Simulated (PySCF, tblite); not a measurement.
# C3H11OSi2 radical, a small gas-phase stand-in for a defect centre (C site with back bonds O[SiH3], C, C[SiH3]): EPR parameters

Aim: the EPR parameters of `C[C](C[SiH3])O[SiH3]`. It is drawn as: dangling bond.

Programs: tblite 0.8.0 and PySCF 2.14.0. All values are calculated, for the isolated system unless a continuum is named. Atoms count from 0, parts from 1.

### 1 The system as given

17 atoms, charge 0, multiplicity 2; geometry: distance geometry start.

### 2 Relaxing the cluster with GFN2-xTB

Job settings and geometry (Å):

```
{"job": {"kind": "relax", "xc": "GFN2-xTB", "basis": "xTB"}, "charge": 0, "multiplicity": 2}
C      0.590680     0.892310    -0.287625
O      1.248815    -0.329789    -0.301811
Si     1.830789    -1.154685    -1.746369
C      1.231982     1.939529     0.466291
C     -0.888601     0.846950    -0.212828
Si    -1.383434    -0.053858     1.291946
H      1.494436    -0.389559    -2.890469
H      3.233563    -1.318009    -1.667975
H      1.190745    -2.431114    -1.847906
H      1.146595     1.744389     1.501349
H      0.769550     2.865806     0.264426
H      2.241248     1.996939     0.240419
H     -1.234638     0.371147    -1.056119
H     -1.227934     1.818240    -0.191159
H     -1.360388     0.805802     2.409349
H     -2.691003    -0.574901     1.107607
H     -0.506339    -1.142283     1.515530
```

With the program's defaults for keys left out, this is: GFN2-xTB geometry optimisation, gas phase.

Started as:

```sh
$ OMP_NUM_THREADS=1 python cluster_run.py task.json out
```

The driver reads the jobs from task.json and runs them one after another.

The log of the run:

```text
step      E/eV     max force
  0    -531.05995    2.702
  1    -531.55240    1.607
  2    -531.73556    1.084
  3    -531.77554    0.695
  4    -531.82907    0.342
  5    -531.84169    0.339
  6    -531.86733    0.296
  7    -531.88262    0.238
  8    -531.89413    0.221
  9    -531.90205    0.231
 10    -531.91301    0.217
 11    -531.92485    0.232
 12    -531.93418    0.197
 13    -531.94077    0.217
 14    -531.94759    0.250
 15    -531.95466    0.194
 16    -531.96039    0.169
 17    -531.96402    0.147
 18    -531.96644    0.149
 19    -531.96866    0.115
 20    -531.97099    0.109
 21    -531.97310    0.101
 22    -531.97499    0.094
 23    -531.97687    0.091
 24    -531.97889    0.102
 25    -531.98123    0.153
 26    -531.98402    0.186
 27    -531.98741    0.183
 28    -531.99178    0.148
 29    -531.99757    0.179
 30    -532.00481    0.193
 31    -532.01321    0.216
 32    -532.02103    0.204
 33    -532.02620    0.165
 34    -532.03003    0.168
 35    -532.03361    0.138
 36    -532.03651    0.166
 37    -532.03855    0.132
 38    -532.03943    0.150
 39    -532.04117    0.108
 40    -532.04271    0.088
 41    -532.04557    0.103
 42    -532.04792    0.115
 43    -532.05002    0.103
 44    -532.05159    0.082
 45    -532.05351    0.099
 46    -532.05529    0.107
 47    -532.05720    0.094
 48    -532.05880    0.112
 49    -532.06025    0.100
 50    -532.06172    0.093
 51    -532.06319    0.106
 52    -532.06445    0.079
 53    -532.06548    0.078
 54    -532.06641    0.063
 55    -532.06733    0.075
 56    -532.06809    0.058
 57    -532.06864    0.055
 58    -532.06914    0.055
 59    -532.06973    0.081
 60    -532.07035    0.079
 61    -532.07082    0.048
 62    -532.07112    0.040
 63    -532.07141    0.048
 64    -532.07184    0.064
 65    -532.07238    0.062
 66    -532.07288    0.044
 67    -532.07326    0.041
 68    -532.07363    0.053
 69    -532.07414    0.073
 70    -532.07480    0.066
 71    -532.07545    0.057
 72    -532.07593    0.060
 73    -532.07635    0.050
 74    -532.07691    0.062
 75    -532.07778    0.071
 76    -532.07882    0.077
 77    -532.07970    0.072
 78    -532.08033    0.062
 79    -532.08085    0.062
 80    -532.08148    0.061
 81    -532.08218    0.057
 82    -532.08274    0.060
 83    -532.08315    0.065
 84    -532.08354    0.066
 85    -532.08398    0.052
 86    -532.08431    0.036
 87    -532.08447    0.041
 88    -532.08454    0.034
 89    -532.08462    0.027
 90    -532.08472    0.022
 91    -532.08484    0.025
 92    -532.08490    0.025
 93    -532.08497    0.023
 94    -532.08503    0.017
 95    -532.08508    0.017
 96    -532.08513    0.016
 97    -532.08517    0.017
 98    -532.08522    0.022
 99    -532.08527    0.022
100    -532.08533    0.018
101    -532.08540    0.019
102    -532.08549    0.023
103    -532.08559    0.024
104    -532.08569    0.026
105    -532.08576    0.017
106    -532.08582    0.015
107    -532.08587    0.016
108    -532.08592    0.018
109    -532.08597    0.017
110    -532.08601    0.014
111    -532.08605    0.010
112    -532.08607    0.010
113    -532.08609    0.010
114    -532.08611    0.010
115    -532.08612    0.010
116    -532.08614    0.010
117    -532.08615    0.007
```

It took 4.2 s on 1 thread of Arm Neoverse V2, shared host.

Relaxation path:

```
step  energy from step 0 (eV)  largest force (eV/Å)
   0                   0.0000                2.7026
   4                  -0.7691                0.3428
   8                  -0.8342                0.2202
  12                  -0.8742                0.1971
  16                  -0.9004                0.1690
  20                  -0.9110                0.1095
  24                  -0.9189                0.1017
  28                  -0.9318                0.1485
  32                  -0.9611                0.2038
  36                  -0.9766                0.1665
  40                  -0.9828                0.0884
  44                  -0.9916                0.0825
  48                  -0.9989                0.1116
  52                  -1.0045                0.0790
  56                  -1.0081                0.0575
  60                  -1.0104                0.0793
  64                  -1.0119                0.0637
  68                  -1.0137                0.0524
  72                  -1.0160                0.0598
  76                  -1.0189                0.0773
  80                  -1.0215                0.0617
  84                  -1.0236                0.0656
  88                  -1.0246                0.0348
  92                  -1.0249                0.0251
  96                  -1.0252                0.0156
 100                  -1.0254                0.0177
 104                  -1.0257                0.0253
 108                  -1.0260                0.0181
 112                  -1.0261                0.0108
 116                  -1.0262                0.0093
 117                  -1.0262                0.0068
```

Close pairs (by a distance rule), those that changed most:

```
   bond  before (Å)  after (Å)  change (Å)
 O1–Si2       1.762      1.618      -0.145
 C4–Si5       1.822      1.932      +0.110
 C4–H12       1.028      1.091      +0.063
 C4–H13       1.029      1.090      +0.061
Si5–H14       1.410      1.464      +0.054
 C3–H11       1.036      1.088      +0.052
 Si2–H6       1.417      1.469      +0.052
  C0–C3       1.441      1.489      +0.048
```

### 3 Relaxing the molecule at PBE0-D3(BJ)/def2-SVP

Job settings and geometry (Å):

```
{"job": {"xc": "PBE0", "basis": "def2-SVP", "d3": "d3bj", "grid": 2, "kind": "geom", "shake": 0.01}, "charge": 0, "multiplicity": 2}
C      0.404611     0.687239    -0.175149
O      1.279402    -0.200365    -0.607497
Si     1.260084    -1.490663    -1.586826
C      0.953381     1.790496     0.697167
C     -1.058052     0.426017    -0.273989
Si    -1.655292    -0.603806     1.248493
H      0.918200    -1.135665    -2.954095
H      2.691267    -1.868834    -1.455123
H      0.338406    -2.512709    -1.103192
H      0.833296     1.526755     1.773278
H      0.363786     2.714751     0.554112
H      1.978484     1.952177     0.485570
H     -1.300834    -0.111482    -1.186968
H     -1.632074     1.370424    -0.280349
H     -1.424006     0.177519     2.457535
H     -3.080569    -0.884464     1.123842
H     -0.879603    -1.837590     1.303280
```

The log of the run:

```text
step   0  E = -774.31464703  max force = 0.041365
step   1  E = -774.32510161  max force = 0.009549
step   2  E = -774.32509057  max force = 0.009382
step   3  E = -774.32630609  max force = 0.003996
step   4  E = -774.32647654  max force = 0.002426
step   5  E = -774.32669595  max force = 0.002557
step   6  E = -774.32678332  max force = 0.001997
step   7  E = -774.32684993  max force = 0.001410
step   8  E = -774.32687233  max force = 0.000873
step   9  E = -774.32688188  max force = 0.000253
optimisation converged
```

Wall time 2.9 min (1 thread of Arm Neoverse V2, shared host); peak memory 0.82 GiB.

Step by step:

```
step  energy from step 0 (eV)  largest force component (eV/Å)
   0                   0.0000                          2.1271
   1                  -0.2845                          0.4910
   2                  -0.2842                          0.4824
   3                  -0.3173                          0.2055
   4                  -0.3219                          0.1247
   5                  -0.3279                          0.1315
   6                  -0.3302                          0.1027
   7                  -0.3321                          0.0725
   8                  -0.3327                          0.0449
   9                  -0.3329                          0.0130
```

Distances of close pairs at the start and the end, largest changes first:

```
   bond  before (Å)  after (Å)  change (Å)
 O1–Si2       1.620      1.675      +0.055
  C0–O1       1.319      1.369      +0.050
 C3–H11       1.059      1.101      +0.042
 Si2–H6       1.453      1.495      +0.041
Si5–H15       1.458      1.496      +0.038
Si5–H14       1.458      1.495      +0.037
 Si2–H8       1.459      1.494      +0.036
Si5–H16       1.458      1.494      +0.035
```

The end geometry stands in the next job.

```
                         at the end point                value
  point group (found at 0.08 Å tolerance)                   C1
rotational constants (GHz, main isotopes)  2.721, 1.499, 1.094
                        dipole moment (D)                 0.89
                                     ⟨S²⟩                0.754
```

### 4 g tensor and hyperfine couplings: B3LYP/IGLO-III+pcH-1

Job settings and geometry (Å):

```
{"job": {"kind": "epr"}, "charge": 0, "multiplicity": 2}
C      0.476675     0.742292    -0.206305
O      1.374442    -0.279324    -0.360620
Si     1.380868    -1.449921    -1.559083
C      0.973712     1.838189     0.665080
C     -0.971952     0.397966    -0.273791
Si    -1.574917    -0.674100     1.187458
H      1.294371    -0.809063    -2.906714
H      2.666474    -2.178462    -1.400253
H      0.239838    -2.402387    -1.403535
H      1.032398     1.532808     1.730146
H      0.316687     2.718182     0.607895
H      1.989262     2.135940     0.362628
H     -1.220776    -0.143387    -1.205875
H     -1.576382     1.319326    -0.282575
H     -1.370369     0.060964     2.473103
H     -3.030163    -0.988385     1.039184
H     -0.812492    -1.957155     1.245446
```

Method: UKS B3LYP, IGLO-III on C O Si, pcH-1 on H, non-relativistic, mean-field spin-orbit, GIAO.

The log of the run:

```text
UKS, coarse grid
  cycle   1  E = -775.15647763  |g| = 5.47e-01
  cycle   2  E = -774.92980280  |g| = 9.40e-01
  cycle   3  E = -775.25871470  |g| = 1.28e-01
  cycle   4  E = -775.26439808  |g| = 4.44e-02
  cycle   5  E = -775.26531868  |g| = 9.69e-03
  cycle   6  E = -775.26536345  |g| = 3.83e-03
  cycle   7  E = -775.26537263  |g| = 1.27e-03
  cycle   8  E = -775.26537321  |g| = 3.98e-04
UKS, final grid
  cycle   1  E = -775.26537812  |g| = 4.78e-04
  cycle   2  E = -775.26537803  |g| = 6.71e-04
  cycle   3  E = -775.26537823  |g| = 9.36e-05
  cycle   4  E = -775.26537823  |g| = 2.89e-05
E = -775.26537823 Eh   <S^2> = 0.7537 (exact 0.7500)
g shifts (ppm)      1          2          3
  rmc          -178       -178       -178
  gc              1         30         18
  oz_so         -56       1043       1839
  total        -233        896       1679
hyperfine (MHz)  atom isotope    a_iso     a_fc   dipolar eigenvalues
    0   13C     165.40     165.51    -74.93    -73.27    148.19
    1   17O      -6.13      -6.17    -36.28     17.50     18.78
    2  29Si     -15.02     -15.05     -3.36      1.38      1.98
    3   13C     -16.60     -16.61     -1.96     -1.56      3.53
    4   13C     -17.12     -17.13     -2.66     -2.16      4.81
    5  29Si    -103.64    -103.82    -19.40      9.36     10.05
    6    1H       6.50       6.50     -2.53     -2.07      4.59
    7    1H      -2.42      -2.42     -1.83     -1.40      3.23
    8    1H       0.89       0.89     -1.77     -1.59      3.36
    9    1H     123.83     123.83     -3.71     -2.88      6.60
   10    1H      14.48      14.48     -5.09     -3.98      9.07
   11    1H      40.65      40.64     -4.98     -4.27      9.26
   12    1H      53.94      53.94     -4.68     -4.22      8.90
   13    1H      14.50      14.50     -4.85     -4.07      8.92
   14    1H      -1.90      -1.90     -2.23     -1.01      3.24
   15    1H      12.80      12.80     -1.97     -0.72      2.69
   16    1H      -1.50      -1.50     -2.27     -0.97      3.23
```

It took 87 s on 1 thread of Arm Neoverse V2, shared host; peak memory 1.4 GiB.

Principal g values 2.00209, 2.00322, 2.00400; g(iso) = 2.00310, against 2.00232 for a free electron.

Hyperfine couplings, nucleus by nucleus at this fixed geometry (no averaging over rotations):

```
nuclei  isotope  a(iso) (MHz)  a(iso) (G, at g = 2.0023)  largest dipolar term (MHz)
    C0      13C         165.4                       59.0                       148.2
    H9       1H         123.8                       44.2                         6.6
   Si5     29Si        -103.6                      -37.0                       -19.4
   H12       1H          53.9                       19.2                         8.9
   H11       1H          40.6                       14.5                         9.3
    C4      13C         -17.1                       -6.1                         4.8
    C3      13C         -16.6                       -5.9                         3.5
   Si2     29Si         -15.0                       -5.4                        -3.4
   H13       1H          14.5                        5.2                         8.9
   H10       1H          14.5                        5.2                         9.1
   H15       1H          12.8                        4.6                         2.7
    H6       1H           6.5                        2.3                         4.6
    O1      17O          -6.1                       -2.2                       -36.3
    H7       1H          -2.4                       -0.9                         3.2
```

Mulliken spin populations:

C0 0.88; O1 0.05; Si2 0.01; C3 -0.08; C4 -0.08; Si5 0.09; H6 0.01; H7 0.00; H8 0.00; H9 0.07; H10 0.01; H11 0.02; H12 0.02; H13 0.01; H14 0.00; H15 0.01; H16 0.00

In first order the couplings over 0.8 MHz of 1H give 2016 distinct lines over 97.6 G.

### 5 g tensor and hyperfine couplings: BHandHLYP/IGLO-III+pcH-1

The job, as its differences from that of step 4:

```diff
@@ -1,2 +1,2 @@
-{"job": {"kind": "epr"}, "charge": 0, "multiplicity": 2}
+{"job": {"kind": "epr", "xc": "BHandHLYP"}, "charge": 0, "multiplicity": 2}
 C      0.476675     0.742292    -0.206305
```

With the program's defaults for keys left out, this is: UKS BHandHLYP, IGLO-III on C O Si, pcH-1 on H, non-relativistic, mean-field spin-orbit, GIAO.

The log of the run:

```text
UKS, coarse grid
  cycle   1  E = -775.01078949  |g| = 4.51e-01
  cycle   2  E = -774.99839872  |g| = 5.25e-01
  cycle   3  E = -775.09282420  |g| = 6.34e-02
  cycle   4  E = -775.09455039  |g| = 2.41e-02
  cycle   5  E = -775.09489066  |g| = 5.80e-03
  cycle   6  E = -775.09492563  |g| = 2.40e-03
  cycle   7  E = -775.09493243  |g| = 8.22e-04
UKS, final grid
  cycle   1  E = -775.09493255  |g| = 6.56e-04
  cycle   2  E = -775.09493267  |g| = 5.89e-04
  cycle   3  E = -775.09493284  |g| = 1.05e-04
  cycle   4  E = -775.09493286  |g| = 5.47e-05
  cycle   5  E = -775.09493286  |g| = 1.44e-05
E = -775.09493286 Eh   <S^2> = 0.7560 (exact 0.7500)
g shifts (ppm)      1          2          3
  rmc          -179       -179       -179
  gc              0         28         15
  oz_so         -52        970       1666
  total        -231        818       1502
hyperfine (MHz)  atom isotope    a_iso     a_fc   dipolar eigenvalues
    0   13C     204.07     204.19    -78.10    -75.68    153.78
    1   17O     -11.07     -11.12    -35.54     16.75     18.79
    2  29Si     -12.07     -12.09     -2.98      1.10      1.88
    3   13C     -24.85     -24.86     -2.31     -1.03      3.34
    4   13C     -25.62     -25.63     -2.60     -2.08      4.68
    5  29Si    -100.65    -100.81    -18.55      8.80      9.75
    6    1H       3.81       3.81     -2.54     -2.18      4.71
    7    1H      -2.36      -2.36     -1.76     -1.42      3.18
    8    1H       0.44       0.44     -1.78     -1.62      3.41
    9    1H     125.91     125.90     -3.42     -3.15      6.57
   10    1H      15.53      15.53     -5.47     -3.97      9.44
   11    1H      41.90      41.90     -5.40     -4.19      9.59
   12    1H      55.36      55.35     -5.11     -4.12      9.23
   13    1H      15.95      15.94     -5.15     -4.16      9.30
   14    1H      -1.95      -1.95     -2.21     -1.11      3.33
   15    1H      12.90      12.90     -1.81     -0.73      2.54
   16    1H      -1.45      -1.45     -2.20     -1.09      3.29
```

Wall time 96 s (1 thread of Arm Neoverse V2, shared host); peak memory 1.5 GiB.

In short: g(iso) 2.00302.

### 6 Comparing the runs: EPR parameters

g, ⟨S²⟩ and isotropic hyperfine couplings (MHz), with basis size and wall time:

```
                     run   g(iso)   ⟨S²⟩  13C C0  1H H9  29Si Si5  1H H12  1H H11  functions  time
    B3LYP/IGLO-III+pcH-1  2.00310  0.754   165.4  123.8    -103.6    53.9    40.6        338  87 s
BHandHLYP/IGLO-III+pcH-1  2.00302  0.756   204.1  125.9    -100.7    55.4    41.9        338  96 s
```

### 7 Outcome

| quantity | value |
| --- | --- |
| point group | C1 |
| rotational constants (main isotopes) | 2.72, 1.50, 1.09 GHz |
| g(iso) (B3LYP) | 2.00310 |
| ⟨S²⟩ | 0.754 (exact 0.75) |
| largest a(iso) | 13C on C0, 165.4 MHz |

The start of the PBE0/def2-SVP relaxation was shaken at random by about 0.01 Å, so part of the energy gained, and of the first lengths quoted, undoes that. Over 9 steps the energy fell by 0.333 eV; of the close pairs, O1–Si2 changed most, 1.620 to 1.675 Å (PBE0/def2-SVP). No frequency check was run at this level, so the end point may be a saddle. C0 carries the largest spin population, 0.88 e. The isotropic g lies 0.8 ppt above the free-electron value. The coupling of 13C on C0 runs from 165.4 (B3LYP/IGLO-III+pcH-1) to 204.1 MHz (BHandHLYP/IGLO-III+pcH-1). A capped cluster stands for the solid here, so long-range fields and strain are missing, and bands or shifts of the capping hydrogens have no counterpart in it.
